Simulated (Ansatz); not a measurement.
**NaAs (singlet): the correlation ladder at distance As1–Na2 = 4.333 Å, cc-pVDZ**

An exercise on one series of results from a longer session: the logs are not shown, and one member is left open.

Computed with Ansatz 0.2.0, Gaussian basis. Level: cc-pVDZ, core rule «outside noble gas», up to 19 orbitals frozen.

The runs, in order: UHF; CCSD(T) on RHF; CCSD(T) on UHF; BCCD(T) on RHF; CISD; CCSDT(Q) on RHF; CCSDT(Q) on UHF; CCSDTQ on RHF; CASSCF and MRCISD+Q, 2 electrons in 2 orbitals; CASSCF and NEVPT2, 2 electrons in 2 orbitals; Full CI.

69 further runs of the same task are left out: 50 for a known fault of the program, 12 that didn't finish, 7 set aside as unsound or not needed. Runs told in other sessions of the task aren't counted.

## What is computed

The geometry derives from a PBE0/def2-TZVP stationary point (not a proven minimum). One bond is set to the value named and the two fragments are kept rigid. No spin-orbit coupling is included. The filled d shell of As may be among the frozen orbitals whatever the setting's name suggests.

2 atoms, charge 0, spin multiplicity 1.

Atoms are counted from 1 here; the program's logs count them from 0.

No contacts short enough for the rule that draws bonds.

The first run:

Contents of in.yaml:

```yaml
crystal:
  periodic: [false, false, false]
  atoms:
    - {symbol: As, position_ang: [0.000000, 0.000000, 0.000000]}
    - {symbol: Na, position_ang: [0.000000, 0.000000, 4.333000]}
basis:
  gaussian: {orbitals: cc-pVDZ}
magnetization: {spin_polarized: true, initial_magnetization: 0}
hamiltonian: {xc: hf}
output: {orbitals: {seedname: orbitals}}
```

Command:

```bash
> ansatz run in.yaml --threads 1 --pin off --events-out ev --progress --plain --max-ram 2393MiB
```

Steps of the session up to this table: UHF; CCSD(T) on RHF; CCSD(T) on UHF; BCCD(T) on RHF; CISD; CCSDT(Q) on RHF; CCSDT(Q) on UHF; CCSDTQ on RHF; CASSCF and MRCISD+Q, 2 electrons in 2 orbitals; CASSCF and NEVPT2, 2 electrons in 2 orbitals; Full CI.

One table of the session follows, with a row left open; its other results are not shown here.

It belongs to the step «Misses and costs». 

| method | from FCI (meV) |
| --- | --- |
| RHF | +3637.1 |
| RMP2 | +1235.4 |
| CISD | +725.8 |
| RCCSD | +425.9 |
| RCCSD(T) | +191.5 |
| BCCD(T) | +204.5 |
| RCCSDT | ? |
| RCCSDT(Q) | -8.4 |
| RCCSDTQ | +1.0 |
| FCI | 0 |

Estimate the missing values for RCCSDT.

The run gave: from FCI (meV): +30.2. In the column «from FCI (meV)» it lies between RCCSDTQ (+1.0) and RCCSD(T) (+191.5).

Left out of the table: CASSCF pair, NEVPT2 pair, MRCISD pair, MRCISD+Q pair (the active space lost an orbital or holds another state than full CI finds).

Caveats from the session: The report flags that the cluster equations may have other roots. Left out of the table: UHF, UMP2, UCCSD, UCCSD(T), UCCSDT, UCCSDT(Q) (another determinant or state than the rows shown). The program flags RCCSDT(Q), RCCSDTQ as in doubt, so those rows may rest on another solution. RCCSDT(Q) falls below full CI, which methods that aren't variational can do.
